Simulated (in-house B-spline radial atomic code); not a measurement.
**Tl⁶⁴⁺: excited configurations**

How much energy does it take to promote electrons of Tl⁶⁴⁺ to other shells? Each configuration is solved by itself and compared with the reference.

Method: Dirac-Hartree-Fock, average of configuration, Fermi nucleus, basis-set limit. Code: in-house B-spline radial atomic code version 1.

**1. The atom as given**

```
element       : thallium (Z = 81)
charge        : +64
electrons     : 17
configuration : [Ne] 3s2 3p5
Hamiltonian   : Dirac-Coulomb
nucleus       : Fermi, rms radius 5.476 fm
```

Outer shells as boxes (Hund's rule):

[Ne] 3s2 3p5
```
[Ne] core
3s [↑↓]
3p [↑↓][↑↓][↑ ]
```

The boxes draw the filling by Hund's rule, which heavy ions in jj coupling don't follow; these runs average over all states of the configuration.

Input settings:

```ini
Z = 81
electrons = 17.0
configuration = [Ne] 3s2 3p5
hamiltonian = dirac
method = hf
spin_polarised = False
nucleus = fermi
rms_radius = 5.4759
mass_number = 205
atomic_mass = 204.974427318
speed_of_light = 137.035999084
```

This reference run was done before. Its total energy is -15633.032842 hartree, and its levels are (the highest eight at most):

| orbital | occupation | energy (eV) | <r> (bohr) |
| --- | --- | --- | --- |
| 1s1/2 | 2 | -91299.2 | 0.01632 |
| 2s1/2 | 2 | -20488.5 | 0.06734 |
| 2p1/2 | 2 | -19884.6 | 0.05538 |
| 2p3/2 | 4 | -17775.7 | 0.06385 |
| 3s1/2 | 2 | -8082.56 | 0.1654 |
| 3p1/2 | 1.66667 | -7847.30 | 0.1553 |
| 3p3/2 | 3.33333 | -7295.66 | 0.1681 |

**2. [Ne] 3s2 3p4 6s1**

Input settings:

```ini
Z = 81
electrons = 17.0
configuration = [Ne] 3s2 3p4 6s1
hamiltonian = dirac
method = hf
spin_polarised = False
nucleus = fermi
rms_radius = 5.4759
mass_number = 205
atomic_mass = 204.974427318
speed_of_light = 137.035999084
```

**3. Run with [Ne] 3s2 3p4 6d1**

Settings: those of step 2 with these lines changed.

```diff
@@ -2,3 +2,3 @@
 electrons = 17.0
-configuration = [Ne] 3s2 3p4 6s1
+configuration = [Ne] 3s2 3p4 6d1
 hamiltonian = dirac
```

**4. Run with [Ne] 3s1 3p5 5d1**

Settings: those of step 3 with these lines changed.

```diff
@@ -2,3 +2,3 @@
 electrons = 17.0
-configuration = [Ne] 3s2 3p4 6d1
+configuration = [Ne] 3s1 3p5 5d1
 hamiltonian = dirac
```

**5. Run with [Ne] 3s2 3p4 4s1**

Settings: those of step 4 with these lines changed.

```diff
@@ -2,3 +2,3 @@
 electrons = 17.0
-configuration = [Ne] 3s1 3p5 5d1
+configuration = [Ne] 3s2 3p4 4s1
 hamiltonian = dirac
```

**6. Run with [He] 2s2 2p5 3s2 3p5 7d1**

Settings: those of step 5 with these lines changed.

```diff
@@ -2,3 +2,3 @@
 electrons = 17.0
-configuration = [Ne] 3s2 3p4 4s1
+configuration = [He] 2s2 2p5 3s2 3p5 7d1
 hamiltonian = dirac
```

How far above the reference does each configuration lie (order and size, in eV)?

The runs gave:

| net move | configuration | energy above the reference (eV) | with Breit, QED, recoil (eV) | largest <r> (bohr) |
| --- | --- | --- | --- | --- |
| 3p → 4s | [Ne] 3s2 3p4 4s1 | 3219.40 | 3214.51 | 0.312 |
| 3s → 5d | [Ne] 3s1 3p5 5d1 | 5675.26 | 5660.41 | 0.507 |
| 3p → 6s | [Ne] 3s2 3p4 6s1 | 5691.67 | 5682.42 | 0.742 |
| 3p → 6d | [Ne] 3s2 3p4 6d1 | 5819.13 | 5808.74 | 0.755 |
| 2p → 7d | [He] 2s2 2p5 3s2 3p5 7d1 | 17239.3 | 17193.9 | 1.05 |

Quantum defects of the promoted electron, δ = n − ζ/√(−2ε) with ζ = 65 and ε its orbital energy in hartree:

| promotion | δ |
| --- | --- |
| 3p → 4s | 0.326 |
| 3s → 5d | 0.112 |
| 3p → 6s | 0.328 |
| 3p → 6d | 0.114 |
| 2p → 7d | 0.123 |

The lowest of them is 3p → 4s at 3219.40 eV and the highest 2p → 7d at 17239.3 eV. Koopmans' estimate of the ionisation threshold is 7295.66 eV; 1 configuration exceeds it by over 2 % and could autoionise. Of those tabulated, the defect is largest for 6s (0.33) and least for 5d (0.11); at this charge much of the defect is relativistic. Two partly filled shells share a symmetry and can mix in the average, which may lower the energy, for: 2p → 7d. These are averages over configurations, without correlation, not spectroscopic levels.
